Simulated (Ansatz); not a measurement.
# Ni: the cost of one run

Method: DFT PBE, PAW, plane waves, scalar-relativistic, in Ansatz 0.2.0.

## (1) The system as given

It takes space group Fm-3m (No. 225, cubic). The conventional cell has a = 3.530 Å, b = 3.530 Å, c = 3.530 Å, α = 90.00°, β = 90.00°, γ = 90.00°. Around Ni (site symmetry m-3m) lie 12 Ni at 2.50 Å.

Structure file:

```cif
data_structure
_symmetry_space_group_name_H-M 'Fm-3m'
_symmetry_Int_Tables_number 225
_cell_length_a 3.5302
_cell_length_b 3.5302
_cell_length_c 3.5302
_cell_angle_alpha 90.000
_cell_angle_beta 90.000
_cell_angle_gamma 90.000
_cell_volume 43.99
loop_
_atom_site_label
_atom_site_type_symbol
_atom_site_symmetry_multiplicity
_atom_site_Wyckoff_symbol
_atom_site_fract_x
_atom_site_fract_y
_atom_site_fract_z
_atom_site_occupancy
Ni1 Ni 4 a 0.00000 0.00000 0.00000 1
```

In tables a label like Ni2 counts atoms in the order of input.yaml; a structure file may count by element.

First come: parallel moments, plain SCF; opposed moments +-, plain SCF; no spin polarisation; spin on, no moments given (the program may seed its own), plain SCF. What is tried next depends on their ends.

A plain SCF has the search for lower states switched off and ends at the first converged state. 

Site moments are integrals over atomic spheres and don't add up to the total.

## (2) Parallel moments, plain SCF

Input file input.yaml:

```yaml
crystal:
  lattice:
    - [-1.7651, -1.7651, -3.5302]
    - [1.7651, -1.7651, 0.0]
    - [-1.7651, -1.7651, 0.0]
  atoms:
    - { symbol: Ni, position: [0.0, 0.0, 0.0], spin: 2.0 }
    - { symbol: Ni, position: [0.5, 0.5, 0.0], spin: 2.0 }
magnetization:
  spin_polarized: true
hamiltonian:
  xc: pbe
  pseudopotentials: { kind: paw }
basis:
  ecutwfc: 420
kpoints:
  mp_grid: { grid: [7, 10, 12] }
scf:
  occupations: { method: fermi_dirac, width: 0.05 }
  lower_state_search: "off"
output:
  forces: true
  stress: true
```

What time and memory should one allow on 2 threads of an x86-64 CPU, shared host?

About 8.2 s, with a peak of 0.51 GiB.
